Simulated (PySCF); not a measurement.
# C2H7BF2Si: the cost of one run

The runs use PySCF 2.14.0, with density-fitted response routines of our own; the level of theory stands in each step. All values are computed, except where a source is named. Atoms count from 0, in the outputs and in this text.

### Step 1. The molecule as given

13 atoms, charge 0, multiplicity 1; geometry from: GFN2-xTB. The atoms were then displaced at random by about 0.01 Å, so the start is not that level's minimum.

Bonds of the start (Å): F0–B1 1.30, B1–F2 1.33, B1–C3 1.59, C3–C4 1.51, C4–Si5 1.91, C3–H6 1.09, C3–H7 1.11, C4–H8 1.07, C4–H9 1.09, Si5–H10 1.45, Si5–H11 1.48, Si5–H12 1.47.

### Step 2. Geometry optimisation at PBE0-D3(BJ)/def2-SVP

What the job is given:

```
{"job": {"xc": "PBE0", "basis": "def2-SVP", "d3": "d3bj", "grid": 1, "shake": 0.01, "kind": "geom"}, "charge": 0, "multiplicity": 1}
F     -1.464240     1.644650    -0.579230
B     -1.719120     0.656010     0.230350
F     -2.726870     0.879780     1.065040
C     -0.888650    -0.698140     0.191350
C      0.367290    -0.672520    -0.641830
Si     1.702520     0.466720     0.117550
H     -0.693870    -1.029530     1.215140
H     -1.577860    -1.461040    -0.217390
H      0.131950    -0.323350    -1.621950
H      0.753900    -1.685020    -0.715930
H      2.877970     0.401680    -0.735560
H      2.046320    -0.043800     1.462590
H      1.196480     1.847670     0.219550
```

Run with:

```
$ OMP_NUM_THREADS=1 python probes_run.py task.json out
```

One launch serves the whole session: the jobs run in the order shown.

Q: Estimate the wall time and peak memory of this first job on 1 thread of Arm Neoverse V1, shared host.

About 2 min, with a peak of 0.51 GiB.
